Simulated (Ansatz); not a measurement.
# W3N4: the cost of one run

Method: DFT PBE, scalar-relativistic, plane waves, PAW, in Ansatz 0.2.0.

### 1 The starting structure

The structure is cubic, space group Pm-3m (No. 221). Conventional cell: a = 4.122 Å, b = 4.122 Å, c = 4.122 Å, α = 90.00°, β = 90.00°, γ = 90.00°. Around W (site symmetry 4/mmm) lie 6 N at 2.06 Å. Around N (site symmetry m-3m) lie 6 W at 2.06 Å. N (site symmetry 4/mmm) is surrounded by 4 W at 2.06 Å.

As a file:

```
W N
1.0
     8.24400    0.00000    0.00000
     0.00000    8.24400    0.00000
     0.00000    0.00000    8.24400
W N
24 32
Cartesian
  2.0610 2.0610 0.0000
  2.0610 2.0610 4.1220
  2.0610 6.1830 0.0000
  2.0610 6.1830 4.1220
  6.1830 2.0610 0.0000
  6.1830 2.0610 4.1220
  6.1830 6.1830 0.0000
  6.1830 6.1830 4.1220
  0.0000 2.0610 2.0610
  0.0000 2.0610 6.1830
  0.0000 6.1830 2.0610
  0.0000 6.1830 6.1830
  4.1220 2.0610 2.0610
  4.1220 2.0610 6.1830
  4.1220 6.1830 2.0610
  4.1220 6.1830 6.1830
  2.0610 0.0000 2.0610
  2.0610 0.0000 6.1830
  2.0610 4.1220 2.0610
  2.0610 4.1220 6.1830
  6.1830 0.0000 2.0610
  6.1830 0.0000 6.1830
  6.1830 4.1220 2.0610
  6.1830 4.1220 6.1830
  2.0610 2.0610 2.0610
  2.0610 2.0610 6.1830
  2.0610 6.1830 2.0610
  2.0610 6.1830 6.1830
  6.1830 2.0610 2.0610
  6.1830 2.0610 6.1830
  6.1830 6.1830 2.0610
  6.1830 6.1830 6.1830
  2.0610 0.0000 0.0000
  2.0610 0.0000 4.1220
  2.0610 4.1220 0.0000
  2.0610 4.1220 4.1220
  6.1830 0.0000 0.0000
  6.1830 0.0000 4.1220
  6.1830 4.1220 0.0000
  6.1830 4.1220 4.1220
  0.0000 2.0610 0.0000
  0.0000 2.0610 4.1220
  0.0000 6.1830 0.0000
  0.0000 6.1830 4.1220
  4.1220 2.0610 0.0000
  4.1220 2.0610 4.1220
  4.1220 6.1830 0.0000
  4.1220 6.1830 4.1220
  0.0000 0.0000 2.0610
  0.0000 0.0000 6.1830
  0.0000 4.1220 2.0610
  0.0000 4.1220 6.1830
  4.1220 0.0000 2.0610
  4.1220 0.0000 6.1830
  4.1220 4.1220 2.0610
  4.1220 4.1220 6.1830
```

The runs take a perfect supercell of 56 atoms; the defect goes to fractional position (0.250, 0.250, 0.250).

### 2 The perfect supercell

The input, input.yaml:

```yaml
crystal:
  lattice:
    - [8.244, 0.0, 0.0]
    - [0.0, 8.244, 0.0]
    - [0.0, 0.0, 8.244]
  atoms:
    - { symbol: W, position: [0.25, 0.25, 0.0] }
    - { symbol: W, position: [0.25, 0.25, 0.5] }
    - { symbol: W, position: [0.25, 0.75, 0.0] }
    - { symbol: W, position: [0.25, 0.75, 0.5] }
    - { symbol: W, position: [0.75, 0.25, 0.0] }
    - { symbol: W, position: [0.75, 0.25, 0.5] }
    - { symbol: W, position: [0.75, 0.75, 0.0] }
    - { symbol: W, position: [0.75, 0.75, 0.5] }
    - { symbol: W, position: [0.0, 0.25, 0.25] }
    - { symbol: W, position: [0.0, 0.25, 0.75] }
    - { symbol: W, position: [0.0, 0.75, 0.25] }
    - { symbol: W, position: [0.0, 0.75, 0.75] }
    - { symbol: W, position: [0.5, 0.25, 0.25] }
    - { symbol: W, position: [0.5, 0.25, 0.75] }
    - { symbol: W, position: [0.5, 0.75, 0.25] }
    - { symbol: W, position: [0.5, 0.75, 0.75] }
    - { symbol: W, position: [0.25, 0.0, 0.25] }
    - { symbol: W, position: [0.25, 0.0, 0.75] }
    - { symbol: W, position: [0.25, 0.5, 0.25] }
    - { symbol: W, position: [0.25, 0.5, 0.75] }
    - { symbol: W, position: [0.75, 0.0, 0.25] }
    - { symbol: W, position: [0.75, 0.0, 0.75] }
    - { symbol: W, position: [0.75, 0.5, 0.25] }
    - { symbol: W, position: [0.75, 0.5, 0.75] }
    - { symbol: "N", position: [0.25, 0.25, 0.25] }
    - { symbol: "N", position: [0.25, 0.25, 0.75] }
    - { symbol: "N", position: [0.25, 0.75, 0.25] }
    - { symbol: "N", position: [0.25, 0.75, 0.75] }
    - { symbol: "N", position: [0.75, 0.25, 0.25] }
    - { symbol: "N", position: [0.75, 0.25, 0.75] }
    - { symbol: "N", position: [0.75, 0.75, 0.25] }
    - { symbol: "N", position: [0.75, 0.75, 0.75] }
    - { symbol: "N", position: [0.25, 0.0, 0.0] }
    - { symbol: "N", position: [0.25, 0.0, 0.5] }
    - { symbol: "N", position: [0.25, 0.5, 0.0] }
    - { symbol: "N", position: [0.25, 0.5, 0.5] }
    - { symbol: "N", position: [0.75, 0.0, 0.0] }
    - { symbol: "N", position: [0.75, 0.0, 0.5] }
    - { symbol: "N", position: [0.75, 0.5, 0.0] }
    - { symbol: "N", position: [0.75, 0.5, 0.5] }
    - { symbol: "N", position: [0.0, 0.25, 0.0] }
    - { symbol: "N", position: [0.0, 0.25, 0.5] }
    - { symbol: "N", position: [0.0, 0.75, 0.0] }
    - { symbol: "N", position: [0.0, 0.75, 0.5] }
    - { symbol: "N", position: [0.5, 0.25, 0.0] }
    - { symbol: "N", position: [0.5, 0.25, 0.5] }
    - { symbol: "N", position: [0.5, 0.75, 0.0] }
    - { symbol: "N", position: [0.5, 0.75, 0.5] }
    - { symbol: "N", position: [0.0, 0.0, 0.25] }
    - { symbol: "N", position: [0.0, 0.0, 0.75] }
    - { symbol: "N", position: [0.0, 0.5, 0.25] }
    - { symbol: "N", position: [0.0, 0.5, 0.75] }
    - { symbol: "N", position: [0.5, 0.0, 0.25] }
    - { symbol: "N", position: [0.5, 0.0, 0.75] }
    - { symbol: "N", position: [0.5, 0.5, 0.25] }
    - { symbol: "N", position: [0.5, 0.5, 0.75] }
basis:
  ecutwfc: 420
  fft_grid_basis: typed
kpoints:
  mp_grid: { grid: [2, 2, 2] }
hamiltonian:
  xc: pbe
  pseudopotentials: { kind: paw }
scf:
  occupations: { method: gaussian, width: 0.05 }
output:
  forces: true
  stress: false
  eigenvalues: true
  bader: false
  write_density: true
  volumetric_format: npy
```

Started as:

```bash
ansatz run input.yaml --threads 8 --pin off --max-ram 16384MiB --backend cpu --events-out ev --progress --plain --runs-dir out
```

Q: Estimate wall time and peak memory on 8 threads of Intel Xeon Platinum 8375C at 2.90GHz (Ice Lake), shared host.

About 4.8 s, with a peak of 3.2 GiB.
